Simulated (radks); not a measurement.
# Valence configurations of Ta²⁺

One table from this session's results is given with a row withheld; the runs are named, their logs left out.

Program: radks (a radial shooting solver on a logarithmic mesh, Libxc functionals) version 1. Level of theory: Dirac Kohn-Sham, LDA (Slater exchange, Perdew-Wang correlation), spin-unpolarised, spherical densities, point nucleus; open shells are shared between the two j in proportion to 2j + 1. These are calculated values, not measurements, unless marked.

### The system

* element: tantalum (Z = 73)
* charge: +2
* electrons: 71
* configuration: [Xe] 4f14 5d3
* others tried: 4f13 5d3 6s1; 4f13 5d4; 4f14 5d2.5 6p0.5; 4f13 5d2.5 6p1.5; 4f14 5d2 6s1; 4f13.5 5d3 6p0.5; 4f13 5d3 6p1; 4f13.5 5d3.5; 4f14 5d2 6p1

The outer shells:

Ta²⁺
```
[Xe] core
4f [↑↓][↑↓][↑↓][↑↓][↑↓][↑↓][↑↓]
5d [↑ ][↑ ][↑ ][  ][  ]
```

Set-up of the first run:

Settings of this run:

```text
Z 73
configuration [Xe] 4f14 5d3
relativity Dirac
functional lda,pw
spin unpolarised
j_filling average
nucleus point
c 137.035999084
```

Among the steps run: [Xe] 4f14 5d3.

One of the session's tables, all rows but one given; the rest of the session is left out.

It belongs to the step «[Xe] 4f14 5d3». Sizes of the orbitals, from the radial functions (bohr):

```
level     <r>  outermost maximum (interpolated)  90 % within  nodes
4d5/2  0.5282                             0.466        0.793      1
5s1/2   1.100                             0.988         1.59      4
5p1/2       ?                                 ?            ?      ?
5p3/2   1.324                              1.15         1.94      3
4f5/2  0.6335                             0.438         1.06      0
4f7/2  0.6444                             0.443         1.08      0
5d3/2   1.951                              1.53         3.03      2
5d5/2   2.010                              1.58         3.12      2
```

Estimate the missing values for 5p1/2.

**Answer.** <r>: 1.218; outermost maximum (interpolated): 1.06; 90 % within: 1.78; nodes: 3. In the column «<r>» it lies between 5s1/2 (1.100) and 5p3/2 (1.324).
